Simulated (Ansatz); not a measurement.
The system is NbTe.

```
CELL_PARAMETERS angstrom
3.70297 0.00000 0.00000
-1.85149 3.20687 0.00000
0.00000 0.00000 3.69421
ATOMIC_POSITIONS crystal
Te 0.66667 0.33333 0.00000
Nb 0.00000 0.00000 0.50000
```

The cell comes from a database or a generator and needn't be the stable form of this composition.

Base run:

```yaml
Program: Ansatz 0.2.0
Functional: LDA
Potentials_or_basis: Ansatz PAW
Cutoff: "420 eV (not typed: the program's choice for these potentials)"
k_mesh: 8 × 8 × 7
Occupations: fermi-dirac, width 0.05 eV
Spin: no spin polarisation
Hubbard_terms: Nb d U = 2 eV
```

Its results: band gap on the k mesh none (metal or under the smearing width); pressure -7.2 GPa.

Question: The run is repeated on the same cell with these changes: hubbard terms from Nb d U = 2 eV to Nb d U = 4 eV. What comes out?

Answer: Band gap on the k mesh none (metal or under the smearing width); pressure -6.7 GPa.

Caveats: spin-orbit coupling is left out, which moves the levels of the heavy elements; U without spin polarisation on a metal has little footing; the PAW data sets come from PBE, with cores solved anew for the run's functional, which leaves a small shift of forces and pressure; the U is typed as a test and isn't derived for this compound.
